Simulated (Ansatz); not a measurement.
# GeH2SO (SMILES [OH][Ge][SH]): B3LYP/6-31G(d) (spherical functions)

Aim: the energy change on altering one bond length of GeH2SO at B3LYP/6-31G* (spherical functions), from 2 runs. 

The results are computed with Ansatz 0.2.0.

50 further runs of the same task are left out: 50 set aside as unsound or not needed. Runs told in other sessions of the task aren't counted.

### Step 1. The molecule

GeH2SO: 5 atoms, total charge 0, spin state singlet. As SMILES, `[OH][Ge][SH]`. The shape is that of a PBE0-D4/def2-TZVP optimisation. This is one conformer, not always the lowest.

Bond lengths: O1–Ge2 1.782 Å, Ge2–S3 2.260 Å, O1–H4 0.961 Å, S3–H5 1.343 Å. Angles: O1–Ge2–S3 97.9°, Ge2–O1–H4 117.4°, Ge2–S3–H5 93.6°.

### Step 2. The energy at B3LYP/6-31G(d) (spherical functions)

The input, molecule.yaml:

```yaml
crystal:
  periodic: [false, false, false]
  atoms:
    - {symbol: O, position_ang: [-1.346000, -1.001300, 0.399800]}
    - {symbol: Ge, position_ang: [-0.897400, 0.628900, -0.164200]}
    - {symbol: S, position_ang: [1.343300, 0.336500, -0.206300]}
    - {symbol: H, position_ang: [-0.632500, -1.625200, 0.561400]}
    - {symbol: H, position_ang: [1.582700, 1.587400, -0.632100]}
basis:
  gaussian:
    orbitals: 6-31G_st_-spherical.json
hamiltonian:
  xc: {name: B3LYP}
accuracy: high
output: {orbitals: {seedname: orbitals}}
```

The basis set 6-31G* is read from a file made from the Basis Set Exchange's data (not shown).

On the command line:

```bash
$ ansatz run molecule.yaml --threads 1 --pin off --max-ram 2610MiB --events-out events.jsonl --progress --plain --runs-dir runs
```

What it wrote:

```text
Warning: RAYON_NUM_THREADS=1 ignored (pool sized by the plan → 1); use --threads N
Functional definition: B3LYP
  name "B3LYP"
  parameter a0 = 0.2
  parameter ax = 0.72
  parameter ac = 0.81
  exchange = (1 - a0 - ax)*slater_x + ax*b88_x + a0*exact_x
  correlation = (1 - ac)*vwn_rpa_c + ac*lyp_c
1367 factors; integrals over basis functions are off by at most 5.2e-9 eV
mean field evaluation 1: about -69422.0389 eV, gradient 5.5e1 eV
mean field evaluation 2: about -69382.7690 eV, gradient 1.4e2 eV
mean field evaluation 4: about -69427.2858 eV, gradient 9.5e0 eV
mean field evaluation 8: about -69427.6809 eV, gradient 7.1e-1 eV
mean field evaluation 16: about -69427.6823 eV, gradient 9.3e-5 eV
mean field -69427.68227656 eV, -2551.4202638905 hartree, gradient 7.4e-8 eV, S^2 0.000000; 0 other end points of the search recorded, 0 dependent functions left out
reference -69427.68230890 eV, -2551.4202650788 hartree; 29, 29 occupied and 39, 39 virtual orbitals, 1367 factors
Total energy: -69427.68230890 eV, -2551.4202650788 hartree
```

Wall time 5.7 s (1 thread of Arm Neoverse V2, shared host); peak memory 0.2 GiB.

### Step 3. The distorted shape, same level

The input, input.yaml:

```yaml
crystal:
  periodic: [false, false, false]
  atoms:
    - {symbol: O, position_ang: [-1.916824, -0.502159, 0.270515]}
    - {symbol: Ge, position_ang: [-1.468224, 1.128041, -0.293485]}
    - {symbol: S, position_ang: [0.772476, 0.835641, -0.335585]}
    - {symbol: H, position_ang: [-0.632500, -1.625200, 0.561400]}
    - {symbol: H, position_ang: [1.011876, 2.086541, -0.761385]}
basis:
  gaussian: {orbitals: 6-31G_st_-spherical.json}
hamiltonian: {xc: {name: B3LYP}}
accuracy: high
output: {orbitals: {seedname: orbitals}}
```

The basis set 6-31G* is read from a file made from the Basis Set Exchange's data (not shown).

On the command line:

```bash
$ ansatz run input.yaml --threads 1 --pin off --max-ram 2610MiB --events-out events.jsonl --progress --plain --runs-dir runs
```

What it wrote:

```text
Warning: RAYON_NUM_THREADS=1 ignored (pool sized by the plan → 1); use --threads N
Functional definition: B3LYP
  name "B3LYP"
  parameter a0 = 0.2
  parameter ax = 0.72
  parameter ac = 0.81
  exchange = (1 - a0 - ax)*slater_x + ax*b88_x + a0*exact_x
  correlation = (1 - ac)*vwn_rpa_c + ac*lyp_c
1371 factors; integrals over basis functions are off by at most 5.5e-9 eV
mean field evaluation 1: about -69415.3758 eV, gradient 6.2e1 eV
mean field evaluation 2: about -69328.9755 eV, gradient 1.6e2 eV
mean field evaluation 4: about -69422.6799 eV, gradient 1.8e1 eV
mean field evaluation 8: about -69424.1325 eV, gradient 1.3e0 eV
mean field evaluation 16: about -69424.2188 eV, gradient 5.5e-4 eV
mean field -69424.21876655 eV, -2551.2929822451 hartree, gradient 5.0e-8 eV, S^2 0.000000; 0 other end points of the search recorded, 0 dependent functions left out
reference -69424.21880065 eV, -2551.2929834983 hartree; 29, 29 occupied and 39, 39 virtual orbitals, 1371 factors
Total energy: -69424.21880065 eV, -2551.2929834983 hartree
```

It took 6 s on 1 thread of Arm Neoverse V2, shared host; peak memory 0.2 GiB.

### Step 4. What came out

Level: B3LYP/6-31G* (spherical functions).

| quantity | value |
| --- | --- |
| first shape: total energy | -2551.42027 Eh |
| first shape: HOMO energy | -7.13 eV |
| first shape: LUMO energy | -2.11 eV |
| first shape: HOMO–LUMO gap | 5.02 eV |
| distorted shape: total energy | -2551.29298 Eh |
| distorted shape: HOMO energy | -7.23 eV |
| distorted shape: LUMO energy | -3.70 eV |
| distorted shape: HOMO–LUMO gap | 3.53 eV |
| energy change with the O1–H4 bond stretched from 0.961 to 1.731 Å | 3.464 eV |

In words: One bond (distorted shape) is far stretched, which a spin-restricted single reference describes badly; a broken-symmetry solution may lie lower. With the O1–H4 bond stretched from 0.961 to 1.731 Å the energy rises by 3.46 eV (334 kJ/mol). The first shape isn't relaxed at this level, so the change isn't measured from a minimum. A restricted reference can't describe the breaking bond well at this length.
